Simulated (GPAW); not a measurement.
Runs of GPAW 26.7.0 on HfIn4SiO6. The typed cell holds 12 atoms: a = 5.699 Å, b = 6.149 Å, c = 7.308 Å, α = 98.49°, β = 111.85°, γ = 96.55°. The cell was built by a generator and needn't be a form met in nature.

| task | level | potentials or basis | cell | k mesh | band path | band points | optimizer | fmax | max steps | gap on the mesh (eV) | pressure (GPa) | largest force (eV/Å) |
| --- | --- | --- | --- | --- | --- | --- | --- | --- | --- | --- | --- | --- |
| band structure | PBEsol | PAW data sets generated in the run's folder for this functional, pw | as given | 4 × 3 × 3 | XGY,LGZ,NGM,RG | 60 | - | - | - | 0.83 | -2.6 | 0.42 |
| relaxation of cell and atoms | PBE | GPAW PAW data sets (gpaw-data 1.2.1), pw | relaxed | 4 × 3 × 3 | - | - | BFGS | 0.05 eV/Å | 60 | 0.87 | 0.0 | 0.03 |
| band structure | PBE | GPAW PAW data sets (gpaw-data 1.2.1), pw | as given | 4 × 3 × 3 | XGY,LGZ,NGM,RG | 60 | - | - | - | (b) | 0.6 | 0.37 |
| band structure | r2SCAN | GPAW PAW data sets (gpaw-data 1.2.1), pw | as given | 4 × 3 × 3 | XGY,LGZ,NGM,RG | 60 | - | - | - | (d) | (c) | 0.32 |
| band structure | PBE | GPAW PAW data sets (gpaw-data 1.2.1), pw | as given | 5 × 5 × 4 | XGY,LGZ,NGM,RG | 80 | - | - | - | 0.87 | 0.6 | 0.38 |
| band structure | LDA | the program's PAW data sets (release 1.2.1) made for this functional, pw | as given | 4 × 3 × 3 | XGY,LGZ,NGM,RG | 60 | - | - | - | 0.86 | -5.5 | (a) |

Alike in all rows: no spin polarisation; cutoff (eV) 800; smearing fermi-dirac 0.05 eV.

Question: Fill in the values left out.

Answer: (a) 0.54; (b) 0.88; (c) -2.7; (d) 1.07.

Caveats: spin-orbit coupling is left out, which moves the levels of the heavy elements; later steps reuse the first step's grids (some runs); an odd mesh through Γ misses points on the zone boundary, where band edges often lie (some runs); the PAW data sets were made with another functional, which shifts forces and pressure a little (some runs).

A k mesh can miss the band edges, and the runs leave out spin-orbit coupling on Hf, In.

Not every run made on this cell is shown here.
